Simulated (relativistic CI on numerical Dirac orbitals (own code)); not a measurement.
# V XX (V¹⁹⁺): levels and lines

Aim: the low levels of V¹⁹⁺, their labels and the strongest lines; further runs change one setting each.

The numbers are computed with relativistic CI on numerical Dirac orbitals (own code) version 2 (Dirac-Coulomb-Breit CI, KLI orbitals optimised for each configuration, model QED (radiative potential, 1s self-energy scaled to tabulated hydrogen-like ionisation energies)), except any that are marked as measured or tabulated.

## 1. What is computed

```
ion                       : V¹⁹⁺ (V XX)
nuclear charge            : 23
electrons                 : 4
isotope                   : A = 51
first configuration typed : [He] 2s2
```

Outer shells as boxes (Hund's rule):

first configuration typed
```
[He] core
2s [↑↓]
```

## 2. The main run

Input settings:

```ini
atom V  Z=23  charge=19  electrons=4
nucleus A=51  rms_radius_fm=3.6002
hamiltonian dirac-coulomb  breit=on  qed=on  c_scale=1
orbitals kli  potential=per-configuration
slater_scale 1
correlation none
mixing on
configurations
  [He] 2s2
  [He] 2s 2p
  [He] 2p2
  [He] 2p 3s
  [He] 2p 3p
  [He] 2s 3s
  [He] 2s 3p
  [He] 2s 3d
  [He] 2s 4s
  [He] 2s 4p
  [He] 2s 4d
  [He] 2s 4f
  [He] 2s 5s
  [He] 2s 5p
  [He] 2s 5d
  [He] 2s 5f
  [He] 2s 5g
  [He] 3s2
  [He] 3s 3p
  [He] 3p2
end
```

## 3. Without QED terms

Settings: those of step 2 with these lines changed.

```diff
@@ -2,3 +2,3 @@
 nucleus A=51  rms_radius_fm=3.6002
-hamiltonian dirac-coulomb  breit=on  qed=on  c_scale=1
+hamiltonian dirac-coulomb  breit=on  qed=off  c_scale=1
 orbitals kli  potential=per-configuration
```

## 4. The first configuration alone

Input settings:

```ini
atom V  Z=23  charge=19  electrons=4
nucleus A=51  rms_radius_fm=3.6002
hamiltonian dirac-coulomb  breit=on  qed=on  c_scale=1
orbitals kli  potential=per-configuration
slater_scale 1
correlation none
mixing on
configurations
  [He] 2s2
end
```

(Steps that only read results are left out.)

**Question.** What will these runs give? Wanted: lowest level; first excitation; lowest level of the other parity; fastest E1 line; ionisation energy.

**Answer**, as computed:

| run | time | mean size of shift, levels followed (cm⁻¹) | lowest level | ionisation energy (eV) |
| --- | --- | --- | --- | --- |
| main run | 0.47 s | 0 | 2s2 1S0 | 1480.1 |
| without QED terms | 0.24 s | 3151 | 2s2 1S0 | 1480.4 |
| the first configuration alone | 0.023 s | - | 2s2 1S0 | - |

The semi-empirical ionisation energy (NIST) is 1486.7 eV.

| quantity | value |
| --- | --- |
| lowest level | 2s2 1S0 |
| first excitation | 2s 2p 3P°0, 304146 cm⁻¹ |
| lowest level of the other parity | 2s 2p 3P°0, 304146 cm⁻¹ |
| levels in the model | 76 |
| fastest E1 line (by rate) to the lowest level among the lowest 66 of 76 levels | 1.435 nm, from 2s 3p [2s 3p3/2] J=1° |
| ionisation energy | 1480.1 eV |
| ionisation energy, semi-empirical (NIST) | 1486.7 eV |

**Reading.** 2s2 1S0 comes out lowest; its LS label holds 95 % and its jj label 95 %; over the low levels the means are 91 and 89 %, so both schemes do about equally well. The ionisation energy from the two ground configurations alone is 0.44 % below the semi-empirical value. Of the changes tried, the run «without QED terms» moves the low levels most, by 3151 cm⁻¹ on average. Lifetimes count radiative decay inside the model alone.
